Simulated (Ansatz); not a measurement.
# C2H7BOS: the cost of one run

Program: Ansatz 0.2.0. Level of theory: RKS r2SCAN/6-31G*. These are calculated values, not measurements.

### 1 The structure to begin with

Bond lengths: C1–B2 1.535 Å, B2–C3 1.566 Å, C3–O4 1.394 Å, C3–S5 1.841 Å, C1–H6 1.126 Å, C1–H7 1.108 Å, C1–H8 1.140 Å, B2–H9 1.136 Å, C3–H10 1.110 Å, O4–H11 1.052 Å, S5–H12 1.373 Å. Angles (14 of 17 angles, heavy atoms first): C1–B2–C3 119.8°, B2–C3–O4 114.2°, B2–C3–S5 110.3°, O4–C3–S5 105.4°, C1–B2–H9 120.8°, C3–B2–H9 119.4°, B2–C1–H6 114.1°, B2–C1–H7 113.0°, B2–C1–H8 110.4°, B2–C3–H10 112.1°, O4–C3–H10 108.2°, S5–C3–H10 106.2°, C3–O4–H11 105.5°, C3–S5–H12 94.5°.

As a file:

```xyz
12

C    -1.1357    1.1362   -0.1126
B    -0.5248   -0.2083   -0.5321
C     0.7194   -0.7712    0.2351
O     0.5454   -0.8655    1.6146
S     2.1691    0.3385    0.0005
H    -0.4492    2.0174   -0.2571
H    -1.4818    1.1444    0.9398
H    -2.0272    1.3916   -0.7763
H    -0.9974   -0.8290   -1.3582
H     1.0272   -1.7676   -0.1437
H    -0.0634   -1.7101    1.7640
H     2.2954    0.0683   -1.3401
```

### 2 Relaxing end A

input.yaml

```yaml
crystal:
  periodic: [false, false, false]
  atoms:
    - { symbol: C, position_ang: [-1.1357, 1.1362, -0.1126] }
    - { symbol: B, position_ang: [-0.5248, -0.2083, -0.5321] }
    - { symbol: C, position_ang: [0.7194, -0.7712, 0.2351] }
    - { symbol: O, position_ang: [0.5454, -0.8655, 1.6146] }
    - { symbol: S, position_ang: [2.1691, 0.3385, 0.0005] }
    - { symbol: H, position_ang: [-0.4492, 2.0174, -0.2571] }
    - { symbol: H, position_ang: [-1.4818, 1.1444, 0.9398] }
    - { symbol: H, position_ang: [-2.0272, 1.3916, -0.7763] }
    - { symbol: H, position_ang: [-0.9974, -0.829, -1.3582] }
    - { symbol: H, position_ang: [1.0272, -1.7676, -0.1437] }
    - { symbol: H, position_ang: [-0.0634, -1.7101, 1.764] }
    - { symbol: H, position_ang: [2.2954, 0.0683, -1.3401] }
basis:
  gaussian: { orbitals: "6-31G*" }
hamiltonian:
  xc: r2scan
relax:
  f_tol: 0.015
  max_steps: 40
```

Command:

```sh
$ ansatz run input.yaml --threads 2 --pin off --max-ram 3072MiB --backend cpu --events-out ev --progress --plain --runs-dir out
```

Q: Estimate wall time and peak memory on 2 threads of Arm Neoverse V1, shared host.

About 80 s, with a peak of 0.17 GiB.
